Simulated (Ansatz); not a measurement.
**C2H2OTe (SMILES C#CO[TeH]): one structure at several levels**

The task here is to estimate one member of a computed series from the others.

Computed with Ansatz 0.2.0, Gaussian basis. Level: single points in def2-TZVPP.

Correlated methods freeze the cores. Filled d shells of the heavier atoms are correlated. Core potentials replace the inner electrons past krypton, and spin-orbit coupling is left out.

## The starting structure

SMILES `C#CO[TeH]`, 6 atoms, charge 0, spin multiplicity 1.

Atoms are counted from 1 here; the program's logs count them from 0.

Bond lengths: C1–C2 1.132 Å, C1–H5 1.207 Å, C2–O3 1.281 Å, O3–Te4 1.985 Å, Te4–H6 1.711 Å. Angles: C2–C1–H5 167.9°, C1–C2–O3 161.5°, C2–O3–Te4 110.4°, O3–Te4–H6 96.9°.

As a file:

```mol
C2H2OTe
  3D, bonds by distance, orders not assigned

  6  5  0  0  0  0  0  0  0  0999 V2000
    1.6068    0.2114   -0.0165 C   0  0
    0.5728   -0.2143    0.1593 C   0  0
   -0.4179   -0.8106    0.7114 O   0  0
   -2.0663   -0.5539   -0.3645 Te  0  0
    2.6957    0.5369   -0.4229 H   0  0
   -2.4914    0.9768    0.2720 H   0  0
  1  2  8  0
  1  5  8  0
  2  3  8  0
  3  4  8  0
  4  6  8  0
M  END
```

The first run:

File run/in.yaml:

```yaml
crystal:
  periodic: [false, false, false]
  atoms:
    - {symbol: C, position_ang: [1.606800, 0.211400, -0.016500]}
    - {symbol: C, position_ang: [0.572800, -0.214300, 0.159300]}
    - {symbol: O, position_ang: [-0.417900, -0.810600, 0.711400]}
    - {symbol: Te, position_ang: [-2.066300, -0.553900, -0.364500]}
    - {symbol: H, position_ang: [2.695700, 0.536900, -0.422900]}
    - {symbol: H, position_ang: [-2.491400, 0.976800, 0.272000]}
basis:
  gaussian: {orbitals: def2-TZVPP}
correlation: {method: ccsd_t}
output: {forces: true}
```

No record of the launch command was kept for these runs.

Among the steps run: CCSD(T)/def2-TZVPP; PBE0-D4/def2-TZVPP; wB97M-V/def2-TZVPP; r2SCAN-D4/def2-TZVPP; PBE-D4/def2-TZVPP; LC-wPBE/def2-TZVPP; r2SCANh-D4/def2-TZVPP.

One of the session's tables, all rows but one given; the rest of the session is left out.

| method | RMS force component (eV/Å) | angle to CCSD(T) forces (°) | dipole (D) |
| --- | --- | --- | --- |
| CCSD(T) | 4.075 | reference | 1.97 |
| PBE0-D4 | ? | ? | ? |
| wB97M-V | 3.727 | 2.9 | 2.11 |
| r2SCAN-D4 | 3.925 | 3.9 | 1.81 |
| PBE-D4 | 4.078 | 4.8 | 1.76 |
| LC-wPBE | 3.623 | 4.7 | 2.14 |
| r2SCANh-D4 | 3.853 | 4.0 | 1.88 |

**Question.** Estimate the row for PBE0-D4.

The run gave: RMS force component (eV/Å): 3.842; angle to CCSD(T) forces (°): 3.8; dipole (D): 1.93. In the column «RMS force component (eV/Å)» it lies between wB97M-V (3.727) and r2SCANh-D4 (3.853).
